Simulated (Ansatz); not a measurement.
Write a Python script for Ansatz 0.2.0, Python API that makes a rigid scan of one bond length of H₂InO, SMILES [O][InH2]. Use (for the species named): Hartree-Fock, def2-TZVP basis, multiplicity 2.

Contents of `h2ino.xyz`:
```text
4

O    -1.75530   -0.39720   -0.18660
In    0.16890    0.01050    0.11710
H     1.04000   -1.09740    0.71440
H     0.60190    1.42380   -0.66520
```

`scan.py`:
```python
# -*- coding: utf-8 -*-
"""Stretching a bond of H2InO, the rest held rigid."""

import ansatz as az
import numpy as np


def main():
    geometry = az.Crystal.molecule_from_extxyz("h2ino.xyz")

    symbols = [site.symbol for site in geometry.cartesian_sites]
    start = np.array([site.position_ang for site in geometry.cartesian_sites])
    axis = (start[3] - start[1]) / np.linalg.norm(start[3] - start[1])
    moving = [3]
    lengths, energies = [1.472, 1.539, 1.605, 1.672, 1.739, 1.806, 1.873, 1.973], []
    for length in lengths:
        xyz = start.copy()
        xyz[moving] += (length - np.linalg.norm(start[3] - start[1])) * axis
        point = az.Crystal.molecule()
        for symbol, place in zip(symbols, xyz):
            point = point.atom(symbol, place.tolist())
        calc = point.calculation()
        calc = calc.basis(gaussian="def2-TZVP").functional("HF")
        calc = calc.spin("collinear", total=1).accuracy("medium")
        report = calc.run(threads=1, pin="off").report
        energies.append(report["free_energy_ev"])
        print(f"r = {length:6.3f} A  E = {energies[-1]:.5f} eV  <S^2> = {abs(report['mean_field']['state']['spin_squared']):.3f}")

    # quartic fit about the minimum
    fit = np.polynomial.Polynomial.fit(lengths, np.array(energies) - min(energies), 4).convert()
    roots = [r.real for r in fit.deriv().roots() if abs(r.imag) < 1e-9 and fit.deriv(2)(r.real) > 0]
    r_e = min(roots, key=lambda r: abs(r - lengths[int(np.argmin(energies))]))
    print(f"minimum of the fit at {r_e:.4f} A, force constant {fit.deriv(2)(r_e):.2f} eV/A^2")


if __name__ == "__main__":
    main()
```

```console
$ python scan.py
r =  1.472 A  E = -7215.76571 eV  <S^2> = 0.761
r =  1.539 A  E = -7216.06991 eV  <S^2> = 0.761
r =  1.605 A  E = -7216.25178 eV  <S^2> = 0.761
r =  1.672 A  E = -7216.34299 eV  <S^2> = 0.761
r =  1.739 A  E = -7216.36084 eV  <S^2> = 0.761
r =  1.806 A  E = -7216.32184 eV  <S^2> = 0.762
r =  1.873 A  E = -7216.23904 eV  <S^2> = 0.762
r =  1.973 A  E = -7216.05580 eV  <S^2> = 0.762
minimum of the fit at 1.7236 A, force constant 13.33 eV/A^2
```

Notes:
- These settings explore the input space; basis and method may be short of convergence.
- The rest of the molecule is held rigid at a force-field or estimated start geometry, and the basis set is modest; single-reference methods fail as a bond breaks.
- def2 sets replace the cores of elements past krypton by effective core potentials.
- The run takes the species as open-shell (spin multiplicity 2), which needn't be its ground state.
- Hartree-Fock leaves correlation out, so bond, atomisation and ionisation energies come out well too low.
- Spin-orbit coupling of the heavy open-shell atom is left out.
- Wall time of the script: 30 s on 1 thread of INTEL(R) XEON(R) PLATINUM 8581C CPU @ 2.30GHz (Emerald Rapids) (shared host), peak memory 0.3 GiB.
